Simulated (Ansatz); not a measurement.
Ti, space group Im-3m, a check of PAW against all-electron LAPW

Run with Ansatz's Python interface.

Script `paw_lapw_ti.py`:
```python
"""Checking the PAW result for Ti with LAPW."""

import ansatz
import numpy as np
import pandas as pd
from pymatgen.core import Lattice, Structure
from pymatgen.io.ase import AseAtomsAdaptor


def count_gap(report):
    # lowest empty less highest filled band, counting bands; zero where they overlap
    return max(report.get("gap_by_band_count_ev") or 0.0, 0.0)

pmg_structure = Structure(
    Lattice([(-1.641, 1.641, 1.641), (1.641, -1.641, 1.641), (1.641, 1.641, -1.641)]),
    ["Ti"],
    [
        (0.0, 0.0, 0.0),
    ],
)
xtal = ansatz.Crystal.from_ase(AseAtomsAdaptor.get_atoms(pmg_structure))

base = (
    xtal.calculation()
    .functional("LDA")
    .kpoints(13)
    .occupations("Marzari-Vanderbilt")
    .stress()
    .forces()
    .band_table()
)
variants = {
    "PAW": base.pseudopotentials("paw"),
    "LAPW": base.pseudopotentials("all_electron", lapw=True),
}
# totals differ by the cores that each treatment holds, so compare what does not depend on them
rows = []
for label, variant in variants.items():
    report = variant.run(threads=1, backend="cpu").report
    levels = np.array(report["eigenvalues_ev"][0]) - report["fermi_energy_ev"]
    print(label, "levels at the first k-point near E_F:", np.round(levels[np.abs(levels) < 5], 3))
    rows.append((label, report["n_electrons"], np.trace(report["stress_gpa"]) / 3, count_gap(report)))
print(pd.DataFrame(rows, columns=["treatment", "electrons in bands", "P GPa", "gap by band count eV"]).round(4).to_string(index=False))
```

Running `python paw_lapw_ti.py` prints:
```text
DeckWarning: basis.ecutwfc = 420 eV, auto-derived from the records' recommended cutoffs: set by Ti (normal level)
PAW levels at the first k-point near E_F: [0.95 0.95 0.95 2.69 2.69]
LAPW levels at the first k-point near E_F: [0.95  0.95  0.95  2.692 2.692]
treatment  electrons in bands    P GPa  gap by band count eV
      PAW                12.0 -11.0041                   0.0
     LAPW                12.0 -10.9996                   0.0
```
(Warnings from the package without file and line.)

PAW gives -11.004 GPa and LAPW -11.000 GPa, 0.005 GPa apart. They took 1.0 and 5.1 s of processor time.

Notes:
- Total energies depend on the potentials; only differences at equal settings carry meaning. A total without «per atom» is that of the whole cell that was run.
- Spin is left out of this run.
- The computed bands are complete only to about 2.6 eV above the Fermi level.
- The mesh is modest for a metal, so energies can be off by several to tens of meV an atom and pressures by half a GPa or more; differences at equal mesh fare better.
- A gap by band count of zero or less means overlapping bands, a metal.
- At these settings the cell as given stands under about -11 GPa, so it isn't at this functional's equilibrium volume.
- This isn't the structure that Ti takes at ambient conditions.
- Gaps and levels are Kohn-Sham values on a finite set of k-points.
- Pressure is positive in compression; the treatments may keep other shells as core, so totals and counts of electrons can differ.
- Finished in 7.4 s on 1 thread of Arm Neoverse V1 (shared host), peak memory 0.5 GiB.
